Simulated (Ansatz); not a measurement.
## ClF₂GeO, SMILES [O][Ge]([F])([F])[Cl]: a ladder of methods at one geometry, step by step

Program: the Python package of Ansatz (0.2.0).

Interactive session:
```pycon
>>> from pathlib import Path
>>> import ansatz as az
>>> import numpy as np
>>> BASIS_SET = 'def2-SVP'
>>> geometry_ang = [
...     ('O', [1.0851, -0.8595, 1.2479]),
...     ('Ge', [-0.0377, -0.084, 0.004]),
...     ('F', [-1.7278, -0.1229, 0.5592]),
...     ('F', [0.1692, -0.9734, -1.4992]),
...     ('Cl', [0.5611, 1.9662, -0.3533]),
... ]
>>> molecule = az.Crystal.molecule()
>>> for symbol, xyz in geometry_ang:
...     molecule = molecule.atom(symbol, xyz)
...
>>> setup = (
...     molecule.calculation()
...     .basis(gaussian=BASIS_SET)
...     .spin('collinear', total=1)
... )
>>> print('functional    E (Ha)        dipole (D)   HOMO (eV)  LUMO (eV)')
functional    E (Ha)        dipole (D)   HOMO (eV)  LUMO (eV)
>>> for name in ['pbe', 'blyp', 'r2scan0', 'hse06', 'pbe0', 'b3lyp']:
...     rep = setup.functional(name).forces().orbitals().run(runs_dir='runs').report
...     lines = Path(rep['orbitals_path']).read_text().splitlines()
...     field_of = lambda key: [line.split('=')[1].strip() for line in lines if line.startswith(key)]
...     orbitals = [(27.211386 * float(e), s, float(n)) for e, s, n in zip(field_of('Ene='), field_of('Spin='), field_of('Occup='))]
...     homo = max(e for e, _, n in orbitals if n > 0.5)
...     lumo = min(e for e, _, n in orbitals if n < 0.5)
...     dipole = 4.803205 * np.linalg.norm(rep['charge_distribution']['dipole_moment_e_ang'])
...     print(f'{name:10s} {rep["free_energy_ev"] / 27.211386246:14.6f} {dipole:9.3f} {homo:11.3f} {lumo:10.3f}')
...
pbe          -2810.766276     0.828      -7.957     -7.238
blyp         -2811.562592     0.918      -7.779     -7.116
r2scan0      -2811.314235     0.750     -10.386     -5.014
hse06        -2810.830835     0.754      -9.601     -5.897
pbe0         -2810.847983     0.750     -10.018     -5.487
b3lyp        -2811.580603     0.818      -9.625     -5.976
```

Notes:
- Total energies depend on the basis set; only differences at equal settings carry meaning.
- The geometry is a force-field or estimated start, not a minimum of this method, and the basis set is short of its limit. A lower total doesn't mark the better method: functionals have no common bound, and MP2 and coupled cluster aren't variational.
- The run takes the species as open-shell (spin multiplicity 2), which needn't be its ground state.
- b3lyp holds the VWN-RPA fit, as in Gaussian; the form of ORCA and Turbomole is b3lyp5.
- Levels such as HOMO and LUMO are orbital energies: with these approximate functionals they aren't the ionisation energy and electron affinity, and their gap isn't the fundamental gap.
- hse06 follows the composition of plane-wave codes, whose totals differ by tens of mHa, up to about 0.1 Ha, from the form usual in Gaussian-basis programs (wpbeh).
- Hardware and time: 3.6 min on 1 thread of Arm Neoverse V1, on a shared host, peak memory 0.46 GiB.
